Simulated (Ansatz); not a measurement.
# CH4NOSb: the cost of one run

Program: Ansatz 0.2.0. Level of theory: RKS PBE-D4/def2-SVP. These are calculated values, not measurements.

### Step 1. The starting structure

Bond lengths: O1–C2 1.202 Å, C2–N3 1.419 Å, N3–Sb4 2.005 Å, C2–H5 1.082 Å, N3–H6 1.071 Å, Sb4–H7 1.742 Å, Sb4–H8 1.738 Å. Angles: O1–C2–N3 118.9°, O1–C2–H5 119.7°, N3–C2–H5 121.4°, C2–N3–Sb4 124.2°, C2–N3–H6 116.9°, Sb4–N3–H6 118.9°, N3–Sb4–H7 93.5°, N3–Sb4–H8 93.8°, H7–Sb4–H8 93.7°.

Structure file:

```xyz
8

O    -0.3865    1.6934   -1.0666
C     0.4536    1.3582   -0.2754
N     0.2781    0.1438    0.4378
Sb   -1.3044   -1.0693    0.2241
H     1.3441    1.9606   -0.1525
H     1.0611   -0.1405    1.1115
H    -0.8185   -1.5988   -1.3630
H    -0.5353   -2.4046    1.0282
```

### Step 2. Relaxing end A

Input file input.yaml:

```yaml
crystal:
  periodic: [false, false, false]
  atoms:
    - { symbol: O, position_ang: [-0.3865, 1.6934, -1.0666] }
    - { symbol: C, position_ang: [0.4536, 1.3582, -0.2754] }
    - { symbol: "N", position_ang: [0.2781, 0.1438, 0.4378] }
    - { symbol: Sb, position_ang: [-1.3044, -1.0693, 0.2241] }
    - { symbol: H, position_ang: [1.3441, 1.9606, -0.1525] }
    - { symbol: H, position_ang: [1.0611, -0.1405, 1.1115] }
    - { symbol: H, position_ang: [-0.8185, -1.5988, -1.363] }
    - { symbol: H, position_ang: [-0.5353, -2.4046, 1.0282] }
basis:
  gaussian: { orbitals: def2-SVP }
hamiltonian:
  xc: pbe
  dispersion: d4
relax:
  f_tol: 0.015
  max_steps: 40
```

On the command line:

```
> ansatz run input.yaml --threads 1 --pin off --max-ram 2048MiB --backend cpu --events-out ev --progress --plain --runs-dir out
```

Q: Estimate wall time and peak memory on 1 thread of Arm Neoverse V1, shared host.

About 36 s, with a peak of 0.14 GiB.
